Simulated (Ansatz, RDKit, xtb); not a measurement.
**Isomers of C3H10S2Si2, a sample narrowed down**

Which of a sample of isomers of C3H10S2Si2 is the most stable in the gas at 298.15 K, and what are its properties? The sample is small against all isomers, and the most stable one of this formula need not be in it.

Plan: many cheap relaxations first (GFN2-xTB), then density-functional screening, relaxation at PBE-D3(BJ)/def2-SVP, vibrations (at GFN2-xTB) and a final energy. The numbers are computed, not measured.

## (1) Candidates

Isomers were taken from a list of plausible structures; this is a sample, not all of them. That gives 4 candidates.

| label | SMILES | spin |
| --- | --- | --- |
| c336 | CS/C=C/[SiH2]S[SiH3] | singlet |
| c386 | C=CS[SiH2]S[SiH2]C | singlet |
| c489 | S[SiH2]S[SiH2]C1CC1 | singlet |
| c741 | CS[Si@@H]1C[SiH2]SC1 | singlet |

Candidates are built by distance geometry, with a force field where one applies, in up to four conformers (letters a to d).

**Question.** With final energies at CCSD(T)/def2-SVP + MP2/def2-TZVPP - MP2/def2-SVP, which structure will this search put lowest in free energy, and by what margin?

| quantity | value |
| --- | --- |
| lowest structure found | CS[Si@@H]1C[SiH2]SC1, singlet |
| next finalist | C=CS[SiH2]S[SiH2]C, singlet, 3.5 kcal/mol higher in G |
| share at equilibrium, among the finalists | 99.7 % |

`CS[Si@@H]1C[SiH2]SC1` comes out lowest. Among the finalists first place is clear (3.5 kcal/mol); structures outside the list aren't covered. HF/STO-3G, r2SCAN-D4/def2-SVP, PBE-D3(BJ)/def2-SVP, HF/def2-SVP and MP2/def2-SVP already put its bonding pattern lowest among the structures in one piece; GFN2-xTB favours the singlet S[SiH2]S[SiH2]C1CC1. 6 minima inside the window were never screened. Lowest found is not proven lowest: the search is finite, and each finalist counts with one conformer. Only 4 drawn patterns were tried, so whole families of isomers are missing, and the result ranks this sample alone.
